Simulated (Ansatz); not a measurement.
# MgZn2TeSe2: a trial structure relaxed

The task: take a trial cell of MgZn2TeSe2 to zero force and stress.

Computed with Ansatz 0.2.0 (DFT PBE, scalar-relativistic, plane waves, PAW, unless a step's input says otherwise).

2 further runs of the same task are left out: 1 that didn't finish, 1 set aside as unsound or not needed.

### Step 1. The starting structure

The structure is tetragonal, space group P4/mmm (No. 123). Conventional cell: a = 4.543 Å, b = 4.543 Å, c = 5.977 Å, α = 90.00°, β = 90.00°, γ = 90.00°. Mg (site symmetry 4/mmm) has 2 Te at 2.99 Å as nearest neighbours. Zn (site symmetry 4mm) has 1 Zn at 2.74 Å and 4 Se at 2.79 Å as nearest neighbours. Te (site symmetry 4/mmm) is surrounded by 4 Se at 2.27 Å and 2 Mg at 2.99 Å. Around Se (site symmetry mmm) lie 2 Te at 2.27 Å and 4 Zn at 2.79 Å.

Structure file:

```cif
data_structure
_symmetry_space_group_name_H-M 'P4/mmm'
_symmetry_Int_Tables_number 123
_cell_length_a 4.5429
_cell_length_b 4.5429
_cell_length_c 5.9774
_cell_angle_alpha 90.000
_cell_angle_beta 90.000
_cell_angle_gamma 90.000
_cell_volume 123.36
loop_
_atom_site_label
_atom_site_type_symbol
_atom_site_symmetry_multiplicity
_atom_site_Wyckoff_symbol
_atom_site_fract_x
_atom_site_fract_y
_atom_site_fract_z
_atom_site_occupancy
Mg1 Mg 1 b 0.00000 0.00000 0.50000 1
Zn1 Zn 2 h 0.50000 0.50000 0.27076 1
Te1 Te 1 a 0.00000 0.00000 0.00000 1
Se1 Se 2 f 0.00000 0.50000 0.00000 1
```

A structure generator made this guess: species swapped into a database cell of DyCr2Si2C (P4/mmm, No. 123), with Mg on the Dy sites, Se on the Cr sites, Zn on the Si sites and Te on the C sites. Its size is a rough estimate.

### Step 2. A first look at the guess

File input.yaml:

```yaml
crystal:
  lattice:
    - [4.54285594, 0.0, 0.0]
    - [0.0, 4.54285594, 0.0]
    - [0.0, 0.0, 5.97740205]
  atoms:
    - { symbol: Mg, position: [0.0, 0.0, 0.5] }
    - { symbol: Zn, position: [0.5, 0.5, 0.27075699] }
    - { symbol: Zn, position: [0.5, 0.5, 0.72924301] }
    - { symbol: Te, position: [0.0, 0.0, 0.0] }
    - { symbol: Se, position: [0.0, 0.5, 0.0] }
    - { symbol: Se, position: [0.5, 0.0, 0.0] }
basis:
  ecutwfc: 420
kpoints:
  mp_grid: { grid: [4, 4, 4] }
hamiltonian:
  xc: pbe
scf:
  occupations: { method: gaussian, width: 0.1 }
  lower_state_search: "off"
output:
  forces: true
  stress: true
  eigenvalues: true
```

Command:

```sh
> ansatz run input.yaml --threads 1 --pin off --max-ram 2560MiB --backend cpu --events-out ev --progress --plain --runs-dir out
```

Further runs follow: rough relaxation on the coarse mesh; relaxation on the finer mesh.

Q: Predict the outcome of this session. Wanted: conventional cell; volume; energy over the elements; gap on the mesh.

As calculated:

| quantity | value |
| --- | --- |
| symmetry at the end (tolerance 0.05 Å) | space group P4/mmm (No. 123) |
| conventional cell | a = 5.593 Å, b = 5.593 Å, c = 5.360 Å, α = 90.00°, β = 90.00°, γ = 90.00° |
| volume | 27.94 Å³/atom |
| energy over the elements | +0.12 eV/atom |
| gap on the mesh | none (metal) |

The space group P4/mmm (No. 123) is kept, and the volume per atom grows by 35.9 % from the first guess. The formation energy is positive, so the separate elements lie lower. No finished test with a distortion of lower symmetry is shown, so the end may be a saddle point. Spin-orbit coupling is left out for Te.
